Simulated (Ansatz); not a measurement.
# BaTl2B: the cost of one run

Program: Ansatz 0.2.0. Level of theory: DFT PBE, scalar-relativistic, plane waves, PAW. These are calculated values, not measurements.

## (1) Starting point

Symmetry: P6_3/mmc, No. 194, hexagonal system. The conventional cell has a = 3.672 Å, b = 3.672 Å, c = 16.433 Å, α = 90.00°, β = 90.00°, γ = 120.00°. Ba (site symmetry -6m2) has 6 Tl at 3.43 Å and 6 Ba at 3.67 Å in its first shell of neighbours. Tl (site symmetry 3m) is surrounded by 3 B at 2.55 Å. B (site symmetry -3m) has 6 Tl at 2.55 Å in its first shell of neighbours.

Structure file:

```xyz
8
Lattice="3.6717 0.0000 0.0000 -1.8359 3.1798 0.0000 0.0000 0.0000 16.4328" Properties=species:S:1:pos:R:3 pbc="T T T"
Ba    0.0000    2.1199   12.3246
Ba    1.8359    1.0599    4.1082
Tl    0.0000    2.1199    6.8032
Tl    1.8359    1.0599   15.0196
Tl    1.8359    1.0599    9.6296
Tl    0.0000    2.1199    1.4132
B     0.0000    0.0000    8.2164
B     0.0000    0.0000    0.0000
```

(A quick probe on a coarse mesh, which set the mesh and smearing, is not shown.)

## (3) Coarse relaxation

input.yaml

```yaml
crystal:
  lattice:
    - [3.6717019999, 0.0, 0.0]
    - [-1.835851, 3.179787207, 0.0]
    - [0.0, 0.0, 16.4327921675]
  atoms:
    - { symbol: Ba, position: [0.3333333333, 0.6666666667, 0.75] }
    - { symbol: Ba, position: [0.6666666667, 0.3333333333, 0.25] }
    - { symbol: Tl, position: [0.3333333333, 0.6666666667, 0.414] }
    - { symbol: Tl, position: [0.6666666667, 0.3333333333, 0.914] }
    - { symbol: Tl, position: [0.6666666667, 0.3333333333, 0.586] }
    - { symbol: Tl, position: [0.3333333333, 0.6666666667, 0.086] }
    - { symbol: B, position: [0.0, 0.0, 0.5] }
    - { symbol: B, position: [0.0, 0.0, 0.0] }
basis:
  ecutwfc: 420
kpoints:
  mp_grid: { grid: [6, 6, 1] }
hamiltonian:
  xc: pbe
scf:
  occupations: { method: gaussian, width: 0.1 }
  lower_state_search: "off"
output:
  forces: true
  stress: true
  eigenvalues: true
relax:
  adjacent_minimum: "off"
  f_tol: 0.04
  max_steps: 70
  cell: { stress_tol: 0.4 }
```

Run with:

```console
ansatz run input.yaml --threads 1 --pin off --max-ram 2560MiB --backend cpu --events-out ev --progress --plain --runs-dir out
```

What time and memory should one allow on 1 thread of Intel Xeon 6975P-C (Granite Rapids), shared host?

About 38 s, with a peak of 0.52 GiB.
